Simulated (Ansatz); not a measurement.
**GeNH2 (quartet): wave-function methods side by side at distance Ge1–N2 = 5.345 Å, cc-pVDZ**

Aim: climb from Hartree-Fock through coupled cluster and multireference methods for GeNH2 (quartet) at one geometry and basis, and see what each rung misses.

Computed with Ansatz 0.2.0, Gaussian basis. Level: cc-pVDZ, core rule «outside noble gas», up to 15 orbitals frozen.

The runs, in order: UHF; CCSD(T) on ROHF; CCSD(T) on UHF; BCCD(T) on ROHF; CISD; CCSDT(Q) on ROHF; CCSDT(Q) on UHF; CASSCF and MRCISD+Q, 5 electrons in 5 orbitals; CASSCF and NEVPT2, 5 electrons in 5 orbitals; CASSCF and MRCISD+Q, 11 electrons in 10 orbitals; CASSCF and NEVPT2, 11 electrons in 10 orbitals.

26 further runs of the same task are left out: 20 that didn't finish, 6 set aside as unsound or not needed.

## Step 1: The system

The geometry derives from a PBE0/def2-TZVP stationary point (not a proven minimum). One bond is set to the value named and the two fragments are kept rigid. No spin-orbit coupling is included. The filled d shell of Ge may be among the frozen orbitals whatever the setting's name suggests; the logs give the count.

4 atoms, charge 0, spin multiplicity 4.

Atoms are counted from 1 here; the program's logs count them from 0.

Bond lengths: Ge1–H3 1.555 Å, Ge1–H4 1.555 Å. Angles: H3–Ge1–H4 108.1°.

As a file:

```xyz
4

Ge   -0.06413    0.00000    0.83221
N     0.22999    0.00000   -4.50469
H     0.71286   -1.25824    1.31149
H     0.71286    1.25824    1.31149
```

## Step 2: UHF

Contents of in.yaml:

```yaml
crystal:
  periodic: [false, false, false]
  atoms:
    - {symbol: Ge, position_ang: [-0.064130, 0.000000, 0.832214]}
    - {symbol: N, position_ang: [0.229987, 0.000002, -4.504688]}
    - {symbol: H, position_ang: [0.712862, -1.258240, 1.311490]}
    - {symbol: H, position_ang: [0.712861, 1.258240, 1.311491]}
basis:
  gaussian: {orbitals: cc-pVDZ}
magnetization: {spin_polarized: true, initial_magnetization: 3}
hamiltonian: {xc: hf}
output: {orbitals: {seedname: orbitals}}
```

Launch:

```
ansatz run in.yaml --threads 1 --pin off --events-out ev --progress --plain --max-ram 2393MiB
```

The runs that follow: CCSD(T) on ROHF; CCSD(T) on UHF; BCCD(T) on ROHF; CISD; CCSDT(Q) on ROHF; CCSDT(Q) on UHF; CASSCF and MRCISD+Q, 5 electrons in 5 orbitals; CASSCF and NEVPT2, 5 electrons in 5 orbitals; CASSCF and MRCISD+Q, 11 electrons in 10 orbitals; CASSCF and NEVPT2, 11 electrons in 10 orbitals.

Before running them: what should the planned runs give, taken together? Wanted: UCCSDT(Q) below the RHF energy; RMP2 from UCCSDT(Q); UMP2 from UCCSDT(Q); RCCSD from UCCSDT(Q); RCCSD(T) from UCCSDT(Q); UCCSD(T) from UCCSDT(Q); RCCSDT(Q) from UCCSDT(Q); NEVPT2 pair from UCCSDT(Q); MRCISD+Q pair from UCCSDT(Q).

As calculated:

```
                         quantity                                                                                    value
   UCCSDT(Q) below the RHF energy                                                                               -5.4984 eV
              RMP2 from UCCSDT(Q)                                                                              +1253.0 meV
              UMP2 from UCCSDT(Q)                                                                              +1242.4 meV
             RCCSD from UCCSDT(Q)                                                                                +93.6 meV
          RCCSD(T) from UCCSDT(Q)                                                                                +22.7 meV
          UCCSD(T) from UCCSDT(Q)                                                                                +20.8 meV
         RCCSDT(Q) from UCCSDT(Q)                                                                                 +1.9 meV
       NEVPT2 pair from UCCSDT(Q)                                                                              +1148.4 meV
     MRCISD+Q pair from UCCSDT(Q)                                                                                -16.2 meV
    NEVPT2 valence from UCCSDT(Q)                                                                              +1035.9 meV
levels within 1 kcal/mol (43 meV)  RCCSD(T), UCCSD(T), BCCD(T), RCCSDT, UCCSDT, RCCSDT(Q), MRCISD+Q pair, MRCISD+Q valence
                    T1 diagnostic                                                                                    0.012
   effectively unpaired electrons                                                                                     3.05
```

RCCSD(T) misses by +22.7 meV, 0.4 % of the correlation energy. One determinant dominates. Of the multireference levels listed MRCISD+Q valence comes nearest in total energy (-11.8 meV), which doesn't show that its space is the better one. Coupled cluster took another determinant than the lowest Hartree-Fock one. These misses are within one basis, not against nature; the frozen cores of restricted and unrestricted runs differ, which can shift their rows.
